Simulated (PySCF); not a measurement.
# C6H5F5Si: the cost of one run

Programs: PySCF 2.14.0, with density-fitted response routines of our own. Each step states its level of theory. These are calculated values for one molecule, in the gas phase or a continuum, unless marked as measured. Atoms count from 0, in the outputs and in this text.

## (1) The molecule as given

17 atoms, charge 0, multiplicity 1; geometry from: GFN2-xTB. The atoms were then displaced at random by about 0.01 Å, so the start is not that level's minimum.

Bonds of the start (Å): F0–C1 1.33, C1–F2 1.34, C1–F3 1.29, C1–C4 1.55, C4–F5 1.35, C4–F6 1.37, C4–C7 1.49, C7–C8 1.32, C8–C9 1.45, C9–C10 1.34, C10–Si11 1.88, Si11–C7 1.89, C8–H12 1.09, C9–H13 1.07, C10–H14 1.08, Si11–H15 1.46, Si11–H16 1.47.

## (2) Optimising the geometry at PBE0-D3(BJ)/def2-SVP

The job: settings as JSON, then the geometry in Å.

```
{"job": {"xc": "PBE0", "basis": "def2-SVP", "d3": "d3bj", "grid": 1, "shake": 0.01, "kind": "geom"}, "charge": 0, "multiplicity": 1}
F     -1.867600     1.479290    -0.737150
C     -2.290400     0.295220    -0.318480
F     -2.162790    -0.546760    -1.350210
F     -3.549140     0.384310    -0.041640
C     -1.429870    -0.167170     0.882250
F     -1.923400    -1.358820     1.296640
F     -1.670160     0.700230     1.915790
C      0.020080    -0.183680     0.523530
C      0.607760    -1.239990    -0.011230
C      2.011500    -1.057570    -0.345320
C      2.526060     0.140990    -0.053380
Si     1.227430     1.256060     0.726110
H      0.093000    -2.176520    -0.246220
H      2.547450    -1.863060    -0.802700
H      3.559730     0.373240    -0.266770
H      1.453120     1.570090     2.135570
H      0.830710     2.405960    -0.103340
```

On the command line:

```
> OMP_NUM_THREADS=1 python probes_run.py task.json out
```

The driver reads the jobs from task.json and runs them one after another.

Q: Estimate the wall time and peak memory of this first job on 1 thread of Arm Neoverse V1, shared host.

About 4.1 min, with a peak of 0.89 GiB.
